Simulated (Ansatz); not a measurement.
# AgLaS2: the cell at several levels of theory

An exercise on one series of results from a longer session: the logs are not shown, and one member is left open.

The runs shown are made with Ansatz 0.2.0. PAW datasets, plane waves, zero pressure. Spin-unpolarised throughout. Whether this structure exists isn't addressed.

## The structure to begin with

Space group R-3m (No. 166), trigonal; conventional cell a = 4.107 Å, c = 20.120 Å, 24.49 Å³ an atom. Near Ag stand 6 S at 2.90 Å; near La stand 6 S at 2.90 Å; near S stand 3 Ag at 2.90 Å and 3 La at 2.90 Å.

Structure file:

```xyz
4
Lattice="2.0535 1.1856 6.7068 -2.0535 1.1856 6.7068 0.0000 -2.3712 6.7068" Properties=species:S:1:pos:R:3 pbc="T T T"
Ag    2.0535    1.1856    6.7068
La    0.0000    0.0000   10.0602
S     0.0000    0.0000    5.0301
S     0.0000    0.0000   15.0904
```

Set-up of the first run:

Input file input.yaml:

```yaml
crystal:
  lattice:
    - [2.0535374411, 1.1856103944, 6.7068251978]
    - [-2.0535374411, 1.1856103944, 6.7068251978]
    - [0.0, -2.3712207888, 6.7068251978]
  atoms:
    - { symbol: Ag, position: [1.0, 0.0, 0.0] }
    - { symbol: La, position: [0.5, 0.5, 0.5] }
    - { symbol: S, position: [0.25, 0.25, 0.25] }
    - { symbol: S, position: [0.75, 0.75, 0.75] }
kpoints:
  mp_grid: { grid: [6, 6, 6] }
hamiltonian:
  xc: pbe
scf:
  occupations: { method: fermi_dirac, width: 0.02 }
relax:
  f_tol: 0.005
  cell: {}
```

Launch:

```console
ansatz run input.yaml --threads 2 --pin off --max-ram 2211MiB --backend cpu --events-out ev --progress --plain --runs-dir out
```

Among the steps run: PBE: cell and atoms; Relaxing with r2SCAN; Relaxing with PBEsol; Relaxing with LDA; HSE06: cell and atoms.

One table of the session follows, with a row left open; its other results are not shown here.

| level | a (Å) | c (Å) | volume (Å³/atom) |
| --- | --- | --- | --- |
| PBE | 4.271 | 17.764 | 23.385 |
| r2SCAN | 4.260 | 17.788 | 23.297 |
| PBEsol | 4.227 | 16.968 | 21.879 |
| LDA | 4.197 | 16.649 | 21.168 |
| HSE06 | ? | ? | ? |

**Question.** Estimate the row for HSE06.

As computed: a (Å): 4.248; c (Å): 18.014; volume (Å³/atom): 23.462. In the column «a (Å)» it lies between PBEsol (4.227) and r2SCAN (4.260).

In words: The first relaxation changed the volume by -4.5 % from the start. LDA gives the smallest cell and HSE06 the largest; they differ by 10.8 % in volume, a mean of 3.5 % in length. LDA's volume lies 9.5 % below PBE's. The meshes differ: PBE 6×6×6, r2SCAN 6×6×6, PBEsol 6×6×6, LDA 6×6×6, HSE06 4×4×4.
